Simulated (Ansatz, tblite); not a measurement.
# Diborane tri Cl (B2H3Cl3): removing and adding an electron

What does removing or adding an electron cost or gain for diborane tri Cl (B2H3Cl3)? Each charged state is run at several levels.

Program: Ansatz 0.2.0, Gaussian basis. Level of theory: as each input shows. These are calculated values, not measurements.

Plan: charge +1 doublet, at the geometry of the singlet (PBE0-D4/def2-TZVP, PBE-D4/def2-TZVP, r2SCAN-D4/def2-TZVP); charge -1 doublet, at the geometry of the singlet (PBE0-D4/def2-TZVPD, PBE-D4/def2-TZVPD, r2SCAN-D4/def2-TZVPD); the starting singlet's energies come from earlier runs.

## 1. The relaxed structure

The singlet was relaxed beforehand with r2SCAN-D4/def2-SVP.

8 atoms, charge 0, spin multiplicity 1.

Atoms are counted from 1 here; the program's logs count them from 0.

Bond lengths: B1–Cl2 1.773 Å, B1–Cl3 1.767 Å, B1–H4 1.357 Å, B1–B5 1.804 Å, B1–H8 1.357 Å, H4–B5 1.327 Å, B5–Cl6 1.772 Å, B5–H7 1.199 Å, B5–H8 1.327 Å. Angles: Cl2–B1–Cl3 120.8°, Cl2–B1–H4 108.1°, Cl2–B1–B5 119.1°, Cl2–B1–H8 108.1°, Cl3–B1–H4 111.2°, Cl3–B1–B5 120.1°, Cl3–B1–H8 111.2°, H4–B1–B5 47.1°, H4–B1–H8 94.1°, B5–B1–H8 47.1°, B1–H4–B5 84.4°, B1–B5–H4 48.5°, B1–B5–Cl6 120.5°, B1–B5–H7 117.7°, B1–B5–H8 48.5°, H4–B5–Cl6 111.0°, H4–B5–H7 106.6°, H4–B5–H8 96.9° and more.

## 2. Charge +1 doublet at the fixed geometry, first pass, PBE0-D4/def2-SVP

in.yaml reads:

```yaml
crystal:
  periodic: [false, false, false]
  atoms:
    - {symbol: B, position_ang: [-0.569357, 0.632092, -0.193389]}
    - {symbol: Cl, position_ang: [-2.321826, 0.395957, -0.068018]}
    - {symbol: Cl, position_ang: [0.099149, 2.179340, -0.722480]}
    - {symbol: H, position_ang: [-0.056018, -0.396938, -0.913746]}
    - {symbol: B, position_ang: [0.532181, -0.733264, 0.227787]}
    - {symbol: Cl, position_ang: [2.289727, -0.539164, 0.116248]}
    - {symbol: H, position_ang: [0.031215, -1.763864, 0.581734]}
    - {symbol: H, position_ang: [-0.005072, 0.225832, 0.971864]}
basis:
  gaussian: {orbitals: def2-SVP}
total_charge: 1
magnetization: {spin_polarized: true, initial_magnetization: 1}
hamiltonian: {xc: pbe0, dispersion: d4}
output: {orbitals: {seedname: orbitals}}
```

Command:

```sh
> ansatz run in.yaml --threads 4 --pin off --events-out ev --progress --plain --max-ram 3916MiB
```

What it wrote:

```text
Functional definition: PBE0
  name "PBE0"
  cite "Adamo & Barone, J. Chem. Phys. 110, 6158 (1999) doi:10.1063/1.478522"
  cite "Perdew, Burke & Ernzerhof, Phys. Rev. Lett. 77, 3865 (1996) doi:10.1103/PhysRevLett.77.3865"
  parent pbe
  parameter a = 0.25
  parameter kappa = 0.804
  parameter beta = 0.06672455060314922
  exchange = (1 - a)*pbe_x(kappa = kappa, mu = beta*pi^2/3) + a*exact_x
  correlation = pbe_c(beta = beta)
920 factors; integrals over basis functions are off by at most 1.2e-3 eV
mean field evaluation 1: about -38931.8888 eV, gradient 1.9e1 eV
mean field evaluation 2: about -38929.9631 eV, gradient 2.6e1 eV
mean field evaluation 4: about -38934.1266 eV, gradient 2.8e0 eV
mean field evaluation 8: about -38934.3772 eV, gradient 2.1e-1 eV
mean field evaluation 16: about -38934.3774 eV, gradient 6.0e-4 eV
mean field evaluation 32: about -38934.3779 eV, gradient 4.5e-2 eV
mean field evaluation 64: about -38934.3083 eV, gradient 5.2e-1 eV
mean field evaluation 96: about -38934.3668 eV, gradient 1.6e-1 eV
mean field -38934.37807082 eV, -1430.8120034333 hartree, gradient 6.6e-6 eV, S^2 0.756978; 9 other end points of the search recorded, 0 dependent functions left out
reference -38934.37809247 eV, -1430.8120042288 hartree; 32, 31 occupied and 65, 66 virtual orbitals, 920 factors
Total energy: -38934.55575020 eV, -1430.8185330300 hartree
```

Wall time 23 s (4 threads of Arm Neoverse N1, shared host).

Report: HOMO -14.62 eV, LUMO -13.13 eV (over both spins); ⟨S²⟩ 0.757 (pure: 0.75).

## 3. Charge +1 doublet at the fixed geometry, PBE0-D4/def2-TZVP

start.molden holds the orbitals of an earlier run on this state, given as this run's starting guess.

in.yaml, as its differences from that of step 2:

```diff
@@ -12,3 +12,3 @@
 basis:
-  gaussian: {orbitals: def2-SVP}
+  gaussian: {orbitals: def2-TZVP, initial_orbitals: start.molden}
 total_charge: 1
@@ -16,2 +16,3 @@
 hamiltonian: {xc: pbe0, dispersion: d4}
+scf: {omitted_lower_state_checks: [starts]}
 output: {orbitals: {seedname: orbitals}}
```

The command is unchanged.

What it wrote (excerpt; [...] marks lines left out):

```text
Functional definition: PBE0
  name "PBE0"
  cite "Adamo & Barone, J. Chem. Phys. 110, 6158 (1999) doi:10.1063/1.478522"
  cite "Perdew, Burke & Ernzerhof, Phys. Rev. Lett. 77, 3865 (1996) doi:10.1103/PhysRevLett.77.3865"
  parent pbe
[...]
1274 factors; their error is unknown
[...]
mean field -38948.58597824 eV, -1431.3341344006 hartree, gradient 5.1e-6 eV, S^2 0.758430; 0 other end points of the search recorded, 0 dependent functions left out
reference -38948.58600825 eV, -1431.3341355035 hartree; 32, 31 occupied and 159, 160 virtual orbitals, 1274 factors
Total energy: -38948.76366598 eV, -1431.3406643047 hartree
Checks for a lower state left out: starts
```

Run time: 22 s. Hardware: 4 threads of Arm Neoverse N1, shared host; peak memory 0.99 GiB.

From the report: HOMO -14.56 eV, LUMO -13.03 eV (over both spins); ⟨S²⟩ 0.758 (pure: 0.75).

## 4. Charge +1 doublet at the fixed geometry, PBE-D4/def2-TZVP

in.yaml, as its differences from that of step 3:

```diff
@@ -15,3 +15,3 @@
 magnetization: {spin_polarized: true, initial_magnetization: 1}
-hamiltonian: {xc: pbe0, dispersion: d4}
+hamiltonian: {xc: pbe, dispersion: d4}
 scf: {omitted_lower_state_checks: [starts]}
```

Launched as before.

What it wrote:

```text
Functional definition: PBE
  name "PBE"
  cite "Perdew, Burke & Ernzerhof, Phys. Rev. Lett. 77, 3865 (1996) doi:10.1103/PhysRevLett.77.3865"
  parent pbe
  parameter kappa = 0.804
  parameter beta = 0.06672455060314922
  exchange = pbe_x(kappa = kappa, mu = beta*pi^2/3)
  correlation = pbe_c(beta = beta)
these checks for a lower state are left out or cut short: starts
1238 factors; their error is unknown
mean field evaluation 1: about -38945.5737 eV, gradient 1.0e1 eV
mean field evaluation 2: about -38945.6907 eV, gradient 2.1e-1 eV
mean field evaluation 4: about -38945.6437 eV, gradient 2.6e0 eV
mean field evaluation 8: about -38945.7178 eV, gradient 1.4e-1 eV
mean field evaluation 16: about -38945.7200 eV, gradient 3.4e-3 eV
mean field -38945.71998557 eV, -1431.2288111127 hartree, gradient 1.5e-6 eV, S^2 0.751670; 0 other end points of the search recorded, 0 dependent functions left out
reference -38945.72002605 eV, -1431.2288126002 hartree; 32, 31 occupied and 159, 160 virtual orbitals, 1238 factors
Total energy: -38945.92852399 eV, -1431.2364747583 hartree
Checks for a lower state left out: starts
```

It took 15 s on 4 threads of Arm Neoverse N1, shared host.

Report: HOMO -13.34 eV, LUMO -13.31 eV (over both spins); ⟨S²⟩ 0.752 (pure: 0.75).

## 5. Charge +1 doublet at the fixed geometry, r2SCAN-D4/def2-TZVP

in.yaml, as its differences from that of step 4:

```diff
@@ -15,3 +15,3 @@
 magnetization: {spin_polarized: true, initial_magnetization: 1}
-hamiltonian: {xc: pbe, dispersion: d4}
+hamiltonian: {xc: r2scan, dispersion: d4}
 scf: {omitted_lower_state_checks: [starts]}
```

The command is unchanged.

What it wrote (excerpt; [...] marks lines left out):

```text
Functional definition: r2SCAN
  name "r2SCAN"
  cite "Furness, Kaplan, Ning, Perdew & Sun, J. Phys. Chem. Lett. 11, 8208 (2020) doi:10.1021/acs.jpclett.0c02405"
  cite "Furness, Kaplan, Ning, Perdew & Sun, J. Phys. Chem. Lett. 11, 9248 (2020) doi:10.1021/acs.jpclett.0c03077"
  parent r2scan
[...]
1238 factors; their error is unknown
[...]
mean field -38959.78336585 eV, -1431.7456308054 hartree, gradient 3.6e-6 eV, S^2 0.753714; 0 other end points of the search recorded, 0 dependent functions left out
reference -38959.78337827 eV, -1431.7456312617 hartree; 32, 31 occupied and 159, 160 virtual orbitals, 1238 factors
Total energy: -38959.83284020 eV, -1431.7474489543 hartree
Checks for a lower state left out: starts
```

Wall time 34 s (4 threads of Arm Neoverse N1, shared host); peak memory 0.56 GiB.

Report: HOMO -13.65 eV, LUMO -13.50 eV (over both spins); ⟨S²⟩ 0.754 (pure: 0.75).

## 6. Vertical ionisation energy

Charged state less starting state, singlet to doublet; the starting state's energies are those of its earlier runs.

| level | vertical ionisation energy (eV) | time |
| --- | --- | --- |
| PBE-D4/def2-TZVP | +10.53 | 18 s |
| r2SCAN-D4/def2-TZVP | +10.80 | 39 s |
| PBE0-D4/def2-TZVP | +11.08 | 28 s |

Times add the two runs; a level without a time comes out of a correlated run.

Beside −ε(HOMO) of the starting state:

| level | −ε(HOMO) (eV) | by difference (eV) | mismatch (eV) |
| --- | --- | --- | --- |
| PBE-D4/def2-TZVP | 7.68 | 10.53 | -2.85 |
| r2SCAN-D4/def2-TZVP | 8.04 | 10.80 | -2.76 |
| PBE0-D4/def2-TZVP | 9.08 | 11.08 | -2.00 |

## 7. Charge -1 doublet at the fixed geometry, first pass, PBE0-D4/def2-SVP

in.yaml, as its differences from that of step 5:

```diff
@@ -12,7 +12,6 @@
 basis:
-  gaussian: {orbitals: def2-TZVP, initial_orbitals: start.molden}
-total_charge: 1
+  gaussian: {orbitals: def2-SVP}
+total_charge: -1
 magnetization: {spin_polarized: true, initial_magnetization: 1}
-hamiltonian: {xc: r2scan, dispersion: d4}
-scf: {omitted_lower_state_checks: [starts]}
+hamiltonian: {xc: pbe0, dispersion: d4}
 output: {orbitals: {seedname: orbitals}}
```

Same command.

What it wrote:

```text
Functional definition: PBE0
  name "PBE0"
  cite "Adamo & Barone, J. Chem. Phys. 110, 6158 (1999) doi:10.1063/1.478522"
  cite "Perdew, Burke & Ernzerhof, Phys. Rev. Lett. 77, 3865 (1996) doi:10.1103/PhysRevLett.77.3865"
  parent pbe
  parameter a = 0.25
  parameter kappa = 0.804
  parameter beta = 0.06672455060314922
  exchange = (1 - a)*pbe_x(kappa = kappa, mu = beta*pi^2/3) + a*exact_x
  correlation = pbe_c(beta = beta)
920 factors; integrals over basis functions are off by at most 1.2e-3 eV
mean field evaluation 1: about -38943.0802 eV, gradient 1.4e1 eV
mean field evaluation 2: about -38943.0954 eV, gradient 1.5e1 eV
mean field evaluation 4: about -38944.4854 eV, gradient 6.0e-1 eV
mean field evaluation 8: about -38944.6826 eV, gradient 1.2e-1 eV
mean field evaluation 16: about -38944.6828 eV, gradient 1.9e-4 eV
mean field -38944.68276958 eV, -1431.1906941281 hartree, gradient 1.8e-5 eV, S^2 0.755895; 0 other end points of the search recorded, 0 dependent functions left out
reference -38944.68279367 eV, -1431.1906950132 hartree; 33, 32 occupied and 64, 65 virtual orbitals, 920 factors
Total energy: -38944.90193414 eV, -1431.1987482770 hartree
```

It took 3.1 s on 4 threads of Arm Neoverse N1, shared host.

Report: HOMO 2.72 eV, LUMO 5.65 eV (over both spins); ⟨S²⟩ 0.756 (pure: 0.75). Doubts: highest occupied level lies above zero.

## 8. Charge -1 doublet at the fixed geometry, PBE0-D4/def2-TZVPD

in.yaml, as its differences from that of step 7:

```diff
@@ -12,3 +12,3 @@
 basis:
-  gaussian: {orbitals: def2-SVP}
+  gaussian: {orbitals: def2-TZVPD, initial_orbitals: start.molden}
 total_charge: -1
@@ -16,2 +16,3 @@
 hamiltonian: {xc: pbe0, dispersion: d4}
+scf: {omitted_lower_state_checks: [starts]}
 output: {orbitals: {seedname: orbitals}}
```

Launched as before.

What it wrote:

```text
Functional definition: PBE0
  name "PBE0"
  cite "Adamo & Barone, J. Chem. Phys. 110, 6158 (1999) doi:10.1063/1.478522"
  cite "Perdew, Burke & Ernzerhof, Phys. Rev. Lett. 77, 3865 (1996) doi:10.1103/PhysRevLett.77.3865"
  parent pbe
  parameter a = 0.25
  parameter kappa = 0.804
  parameter beta = 0.06672455060314922
  exchange = (1 - a)*pbe_x(kappa = kappa, mu = beta*pi^2/3) + a*exact_x
  correlation = pbe_c(beta = beta)
these checks for a lower state are left out or cut short: starts
1407 factors; their error is unknown
mean field evaluation 1: about -38955.1800 eV, gradient 1.2e2 eV
mean field evaluation 2: about -38958.9414 eV, gradient 5.5e0 eV
mean field evaluation 4: about -38959.4029 eV, gradient 5.8e-2 eV
mean field evaluation 8: about -38959.4915 eV, gradient 2.1e-5 eV
mean field -38959.49149914 eV, -1431.7349049014 hartree, gradient 5.1e-6 eV, S^2 0.756089; 0 other end points of the search recorded, 0 dependent functions left out
reference -38959.49154428 eV, -1431.7349065604 hartree; 33, 32 occupied and 206, 207 virtual orbitals, 1407 factors
Total energy: -38959.71068475 eV, -1431.7429598242 hartree
Checks for a lower state left out: starts
```

Wall time 29 s (4 threads of Arm Neoverse N1, shared host); peak memory 1.3 GiB.

HOMO 1.90 eV, LUMO 3.10 eV (over both spins); ⟨S²⟩ 0.756 (pure: 0.75). Doubts: highest occupied level lies above zero.

## 9. Charge -1 doublet at the fixed geometry, PBE-D4/def2-TZVPD

in.yaml, as its differences from that of step 8:

```diff
@@ -15,3 +15,3 @@
 magnetization: {spin_polarized: true, initial_magnetization: 1}
-hamiltonian: {xc: pbe0, dispersion: d4}
+hamiltonian: {xc: pbe, dispersion: d4}
 scf: {omitted_lower_state_checks: [starts]}
```

The command is unchanged.

What it wrote:

```text
Functional definition: PBE
  name "PBE"
  cite "Perdew, Burke & Ernzerhof, Phys. Rev. Lett. 77, 3865 (1996) doi:10.1103/PhysRevLett.77.3865"
  parent pbe
  parameter kappa = 0.804
  parameter beta = 0.06672455060314922
  exchange = pbe_x(kappa = kappa, mu = beta*pi^2/3)
  correlation = pbe_c(beta = beta)
these checks for a lower state are left out or cut short: starts
1323 factors; their error is unknown
mean field evaluation 1: about -38956.0406 eV, gradient 1.0e1 eV
mean field evaluation 2: about -38956.1486 eV, gradient 1.8e-1 eV
mean field evaluation 4: about -38956.1374 eV, gradient 1.5e-2 eV
mean field evaluation 8: about -38956.1401 eV, gradient 3.6e-1 eV
mean field evaluation 16: about -38956.1445 eV, gradient 2.6e-5 eV
mean field -38956.14450085 eV, -1431.6119049829 hartree, gradient 5.5e-6 eV, S^2 0.752991; 0 other end points of the search recorded, 0 dependent functions left out
reference -38956.14455522 eV, -1431.6119069813 hartree; 33, 32 occupied and 206, 207 virtual orbitals, 1323 factors
Total energy: -38956.40222064 eV, -1431.6213760106 hartree
Checks for a lower state left out: starts
```

It took 39 s on 4 threads of Arm Neoverse N1, shared host; peak memory 0.77 GiB.

HOMO 2.39 eV, LUMO 2.51 eV (over both spins); ⟨S²⟩ 0.753 (pure: 0.75). Doubts: highest occupied level lies above zero.

## 10. Charge -1 doublet at the fixed geometry, r2SCAN-D4/def2-TZVPD

in.yaml, as its differences from that of step 9:

```diff
@@ -15,3 +15,3 @@
 magnetization: {spin_polarized: true, initial_magnetization: 1}
-hamiltonian: {xc: pbe, dispersion: d4}
+hamiltonian: {xc: r2scan, dispersion: d4}
 scf: {omitted_lower_state_checks: [starts]}
```

The command is unchanged.

What it wrote:

```text
Functional definition: r2SCAN
  name "r2SCAN"
  cite "Furness, Kaplan, Ning, Perdew & Sun, J. Phys. Chem. Lett. 11, 8208 (2020) doi:10.1021/acs.jpclett.0c02405"
  cite "Furness, Kaplan, Ning, Perdew & Sun, J. Phys. Chem. Lett. 11, 9248 (2020) doi:10.1021/acs.jpclett.0c03077"
  parent r2scan
  parameter k0 = 0.174
  parameter k1 = 0.065
  parameter a1 = 4.9479
  exchange = r2scan_x(k0 = k0, k1 = k1, a1 = a1)
  correlation = r2scan_c
these checks for a lower state are left out or cut short: starts
1323 factors; their error is unknown
mean field evaluation 1: about -38970.4109 eV, gradient 7.6e0 eV
mean field evaluation 2: about -38970.4528 eV, gradient 7.8e-2 eV
mean field evaluation 4: about -38970.4381 eV, gradient 1.4e-3 eV
mean field evaluation 8: about -38970.4381 eV, gradient 2.5e-5 eV
mean field -38970.43810892 eV, -1432.1371853911 hartree, gradient 1.1e-5 eV, S^2 0.759750; 0 other end points of the search recorded, 0 dependent functions left out
reference -38970.43814912 eV, -1432.1371868685 hartree; 33, 32 occupied and 206, 207 virtual orbitals, 1323 factors
Total energy: -38970.49924876 eV, -1432.1394322389 hartree
Checks for a lower state left out: starts
```

Wall time 36 s (4 threads of Arm Neoverse N1, shared host); peak memory 0.85 GiB.

Report: HOMO 2.53 eV, LUMO 3.14 eV (over both spins); ⟨S²⟩ 0.760 (pure: 0.75). Doubts: highest occupied level lies above zero.

## 11. Vertical electron affinity

Starting state less charged state (positive: the electron is bound), singlet to doublet; the starting state's energies are those of its earlier runs.

| level | vertical electron affinity (eV) | time |
| --- | --- | --- |
| PBE-D4/def2-TZVPD | -0.11 | 43 s |
| r2SCAN-D4/def2-TZVPD | -0.17 | 45 s |
| PBE0-D4/def2-TZVPD | -0.17 | 35 s |

Times add the two runs; a level without a time comes out of a correlated run.

Beside −ε(LUMO) of the starting state:

| level | −ε(LUMO) (eV) | by difference (eV) | mismatch (eV) |
| --- | --- | --- | --- |
| PBE-D4/def2-TZVPD | 2.41 | -0.11 | +2.53 |
| r2SCAN-D4/def2-TZVPD | 2.15 | -0.17 | +2.31 |
| PBE0-D4/def2-TZVPD | 1.51 | -0.17 | +1.69 |

## 12. Outcome

| quantity | value |
| --- | --- |
| vertical ionisation energy, functionals in def2-TZVP | 10.53 (PBE-D4) to 11.08 eV (PBE0-D4) |
| vertical electron affinity, functionals in def2-TZVPD | -0.17 (PBE0-D4) to -0.11 eV (PBE-D4) |

**Reading.** The vertical ionisation energy spans 10.53 to 11.08 eV over the functionals. −ε(HOMO) misses the level's own difference by -2.00 eV at best (PBE0-D4) and -2.85 eV at worst (PBE-D4). The vertical electron affinity spans -0.17 to -0.11 eV over the functionals. A negative affinity means an unbound electron, held by the basis alone. −ε(LUMO) misses the level's own difference by +1.69 eV at best (PBE0-D4) and +2.53 eV at worst (PBE-D4).
